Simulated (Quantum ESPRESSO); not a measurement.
## PtS2 in Quantum ESPRESSO: the effect of Hubbard term

Crystal: PtS2.

```
Pt S
1.0
     3.54320    0.00000    0.00000
    -1.77160    3.06850    0.00000
     0.00000    0.00000   10.07760
Pt S
2 4
Direct
  0.00000 0.00000 0.00000
  0.00000 0.00000 0.50000
  0.33333 0.66667 0.12500
  0.66667 0.33333 0.37500
  0.33333 0.66667 0.62500
  0.66667 0.33333 0.87500
```

Alike in all runs:

- Program: Quantum ESPRESSO 7.5
- Task: single point
- Functional: PBE
- Potentials or basis: GBRV 1.5 PBE
- Cutoff: 612 eV
- Density cutoff: 4898 eV
- k mesh: 5 × 5 × 2
- Occupations: gaussian, width 0.05 eV
- Spin: collinear spin, antiferromagnetic start
- Starting moments: [4.0, 0.0, 0.0, -4.0, -0.0, -0.0] μB
- Hubbard projectors: ortho-atomic
- Double: 2
- Start of the occupations: atomic
- Moments locked: none
- Magnetic state asked for: afm_doubled
- Formal shell electrons: 1 d6, 4 d6

```csv
Hubbard term,gap on the mesh (eV),pressure (GPa),largest force (eV/Å)
Pt d U = 1 eV,0.75,2.1,0.32
Pt d U = 2 eV,0.73,2.2,0.30
Pt d U = 3 eV,0.70,2.3,0.28
Pt d U = 4 eV,0.68,2.4,0.25
Pt d U = 5 eV,0.65,2.6,0.23
Pt d U = 6 eV,?,?,?
Pt d U = 8 eV,0.56,3.0,0.15
```

Task: What does the run with Hubbard term Pt d U = 6 eV give?

Result: gap on the mesh 0.62 eV; pressure 2.7 GPa; largest force 0.20 eV/Å.

Worked out: A straight line through the other rows of the gap on the mesh, of slope -0.0273 eV per eV, gives 0.62 eV, against the run's 0.62. A straight line through the other rows of the pressure, of slope 0.131 GPa per eV, gives 2.7 GPa, against the run's 2.7. A straight line through the other rows of the largest force, of slope -0.0245 eV/Å per eV, gives 0.20 eV/Å, against the run's 0.20.

Caveats: spin-orbit coupling is left out, which moves the levels of the heavy elements; an odd mesh through Γ misses points on the zone boundary, where band edges often lie; the cell's inner coordinates are idealised or old, which leaves forces on the atoms.

A gap of «none» marks a metal or a gap under the smearing width.
